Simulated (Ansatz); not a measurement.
# HfB4C: the cost of one run

Method: DFT PBE, scalar-relativistic, plane waves, PAW, in Ansatz 0.2.0.

## 1. The structure to begin with

The structure is cubic, space group F-43m (No. 216). The conventional cell has a = 6.153 Å, b = 6.153 Å, c = 6.153 Å, α = 90.00°, β = 90.00°, γ = 90.00°. Hf (site symmetry -43m) has 12 B at 2.55 Å and 4 C at 2.66 Å as nearest neighbours. Around B (site symmetry 3m) lie 6 B at 2.16 to 2.19 Å and 3 C at 2.55 Å and 3 Hf at 2.55 Å. C (site symmetry -43m) has 12 B at 2.55 Å and 4 Hf at 2.66 Å as nearest neighbours.

Structure file:

```xyz
6
Lattice="0.0000 3.0765 3.0765 3.0765 0.0000 3.0765 3.0765 3.0765 0.0000" Properties=species:S:1:pos:R:3 pbc="T T T"
Hf    1.5383    1.5383    1.5383
B     2.3020    2.3020    3.8510
B     2.3020    3.8510    2.3020
B     3.8510    2.3020    2.3020
B     3.8510    3.8510    3.8510
C     0.0000    0.0000    0.0000
```

A structure generator made this guess: species swapped into a database cell of YbCdCu4 (F-43m, No. 216), with Hf on the Yb sites, C on the Cd sites and B on the Cu sites. The dimensions are guesses.

## 2. The guess as it stands, on a coarse mesh

Input file input.yaml:

```yaml
crystal:
  lattice:
    - [0.0, 3.07652169, 3.07652169]
    - [3.07652169, 0.0, 3.07652169]
    - [3.07652169, 3.07652169, 0.0]
  atoms:
    - { symbol: Hf, position: [0.25, 0.25, 0.25] }
    - { symbol: B, position: [0.62587, 0.62587, 0.12239] }
    - { symbol: B, position: [0.62587, 0.12239, 0.62587] }
    - { symbol: B, position: [0.12239, 0.62587, 0.62587] }
    - { symbol: B, position: [0.62587, 0.62587, 0.62587] }
    - { symbol: C, position: [0.0, 0.0, 0.0] }
basis:
  ecutwfc: 420
kpoints:
  mp_grid: { grid: [6, 6, 6] }
hamiltonian:
  xc: pbe
scf:
  occupations: { method: gaussian, width: 0.1 }
  lower_state_search: "off"
output:
  forces: true
  stress: true
  eigenvalues: true
```

Run with:

```
$ ansatz run input.yaml --threads 1 --pin off --max-ram 2560MiB --backend cpu --events-out ev --progress --plain --runs-dir out
```

Q: Estimate wall time and peak memory on 1 thread of Intel Xeon at 2.70GHz, shared host.

About 3.3 s, with a peak of 0.36 GiB.
